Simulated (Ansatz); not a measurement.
# Re (P6_3/mmc): equation of state

One table from this session's results is given with a row withheld; the runs are named, their logs left out.

Method: DFT PBE, scalar-relativistic, plane waves, PAW, in Ansatz 0.2.0.

### Starting point

It takes space group P6_3/mmc (No. 194, hexagonal). Conventional cell: a = 2.774 Å, b = 2.774 Å, c = 4.485 Å, α = 90.00°, β = 90.00°, γ = 120.00°. Around Re (site symmetry -6m2) lie 12 Re at 2.76 to 2.77 Å.

Structure file:

```
Re
1.0
     2.77447    0.00000    0.00000
    -1.38724    2.40276    0.00000
     0.00000    0.00000    4.48525
Re
2
Direct
  0.33333 0.66667 0.25000
  0.66667 0.33333 0.75000
```

This cell comes from an earlier session at PBE: 14.950 Å³/atom at -0.01 GPa, on a 18×18×10 mesh.

Volume factors to run: 0.980, 1.020, 0.960, 1.040.

The first run:

input.yaml

```yaml
crystal:
  lattice:
    - [2.7558517175, 0.0, 0.0]
    - [-1.3779258587, 2.3866375964, 0.0]
    - [0.0, 0.0, 4.4551423345]
  atoms:
    - { symbol: Re, position: [0.3333333333, 0.6666666667, 0.25] }
    - { symbol: Re, position: [0.6666666667, 0.3333333333, 0.75] }
basis:
  ecutwfc: 420
  ecutrho_ratio: 4
kpoints:
  mp_grid: { grid: [18, 18, 10] }
hamiltonian:
  xc: pbe
scf:
  occupations: { method: gaussian, width: 0.05 }
output:
  forces: true
  stress: true
  eigenvalues: true
relax:
  f_tol: 0.01
  max_steps: 40
  cell: { stress_tol: 0.1, fix: [volume] }
```

Run with:

```
$ ansatz run input.yaml --threads 1 --pin off --max-ram 2560MiB --backend cpu --events-out ev --progress --plain --runs-dir out
```

Among the steps run: At 0.980 of the relaxed volume; Scaling the volume by 1.020; Volume × 0.960; At 1.040 of the relaxed volume.

One of the session's tables, all rows but one given; the rest of the session is left out.

It belongs to the step «Energy and pressure against volume». 

```
volume (Å³/atom)  energy (meV/atom)  pressure (GPa)
          14.352              29.25           16.28
          14.651               7.03            7.70
          14.950               0.00           -0.01
          15.249                  ?               ?
          15.548              25.46          -13.13
```

Estimate the missing values for volume (Å³/atom) = 15.249.

Worked estimate for «energy (meV/atom)». A straight line through the neighbours (14.950, 0.00) and (15.548, 25.46) gives 0.00 + (25.46 − 0.00) × (15.249 − 14.950) / (15.548 − 14.950) = 12.73; a parabola fitted to 3 rows on both sides gives 6.14.

The run gave: energy (meV/atom): 6.61; pressure (GPa): -6.93. In «energy (meV/atom)» the line misses by +6.12 and the parabola by -0.47.
